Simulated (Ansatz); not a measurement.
Working through a formation energy from the elements of Lu3Cd and its elements

With Ansatz's Python interface.

Run as a notebook:

**Cell 1**
```python
from collections import Counter
import warnings

import ansatz
import numpy as np
```

**Cell 2**
```python
PHASES = {
    'Lu3Cd': (
        [(4.760901, 0.0, 0.0), (0.0, 4.760901, 0.0), (0.0, 0.0, 4.760901)],
        [
            ('Lu', (0.0, 0.5, 0.5)),
            ('Lu', (0.5, 0.0, 0.5)),
            ('Lu', (0.5, 0.5, 0.0)),
            ('Cd', (0.0, 0.0, 0.0)),
        ],
    ),
    'Lu': (
        [(3.5031, 0.0, 0.0), (-1.75155, 3.033774, 0.0), (0.0, 0.0, 5.5509)],
        [
            ('Lu', (1 / 3, 2 / 3, 0.25)),
            ('Lu', (2 / 3, 1 / 3, 0.75)),
        ],
    ),
    'Cd': (
        [(2.97887, 0.0, 0.0), (-1.489435, 2.579777, 0.0), (0.0, 0.0, 5.61765)],
        [
            ('Cd', (1 / 3, 2 / 3, 0.25)),
            ('Cd', (2 / 3, 1 / 3, 0.75)),
        ],
    ),
}


def build(vectors, sites):
    crystal = ansatz.Crystal(lattice=ansatz.Lattice.of(vectors))
    for symbol, position in sites:
        crystal = crystal.atom(symbol, position)
    return crystal
```

**Cell 3**
```python
def solve(name, crystal):
    calc = (
        crystal.calculation()
        .functional('r2scan')
        .basis(620)
        .kpoints(spacing=0.27)
        .occupations('fermi_dirac', width=0.1)  # fractional filling near the Fermi level
        .stress()
    )
    calc = calc.relax(force_tolerance=0.03, max_steps=40, fix_cell=['shape'])
    return calc.run(threads=1)
```

**Cell 4**
```python
def counts(outcome):
    return Counter(site.symbol for site in outcome.lattice.sites)
```

**Cell 5**
```python
def formation_energy(outcome, mu):
    n = counts(outcome)
    return (outcome.report['energy_sigma0_ev'] - sum(k * mu[element] for element, k in n.items())) / sum(n.values())
```

**Cell 6**
```python
def volume_per_atom(outcome):
    return abs(np.linalg.det(outcome.lattice.cell_ang)) / len(outcome.lattice.sites)
```

**Cell 7**
```python
warnings.simplefilter('ignore', ansatz.DeckWarning)

phases = {name: build(*cell) for name, cell in PHASES.items()}
```

**Cell 8**
```python
done = {name: solve(name, crystal) for name, crystal in phases.items()}

# energy of one atom in its reference phase
references = {'Lu': 'Lu', 'Cd': 'Cd'}
mu = {element: done[name].report['energy_sigma0_ev'] / len(done[name].lattice.sites) for element, name in references.items()}
```

**Cell 9**
```python
target = done['Lu3Cd']
heat = formation_energy(target, mu)
n = counts(target)
print('cell content:', dict(n), ' volume', round(volume_per_atom(target), 3), 'A^3/atom')
print('formation energy', round(heat, 4), 'eV/atom,', round(heat * sum(n.values()), 4), 'eV per cell')
print('bound against the elements' if heat < 0 else 'unbound against the elements')
```
Output:
```text
cell content: {<Element.LU: 'Lu'>: 3, <Element.CD: 'Cd'>: 1}  volume 26.207 A^3/atom
formation energy -0.0942 eV/atom, -0.3769 eV per cell
bound against the elements
```

Reading the output:
- For the metals among these phases the mesh is modest: differences between phases can be off by up to 40 meV an atom.
- Atoms and volume are relaxed with the cell's shape held, which in cells of lower than cubic symmetry can hide stresses and shift volumes.
- The cells come from databases of deposited and of computed structures, and not all need be stable phases.
- The compound is the structure given, not necessarily its lowest; energies are at zero temperature, with no correction for gases. A semilocal functional's error on such energies is often 0.05 to 0.1 eV an atom, and 0.1 to 0.3 eV against gases such as O2 or F2.
- Run time: 2.2 min on 1 thread of Arm Neoverse V1, with other jobs on the host, peak memory 0.79 GiB.
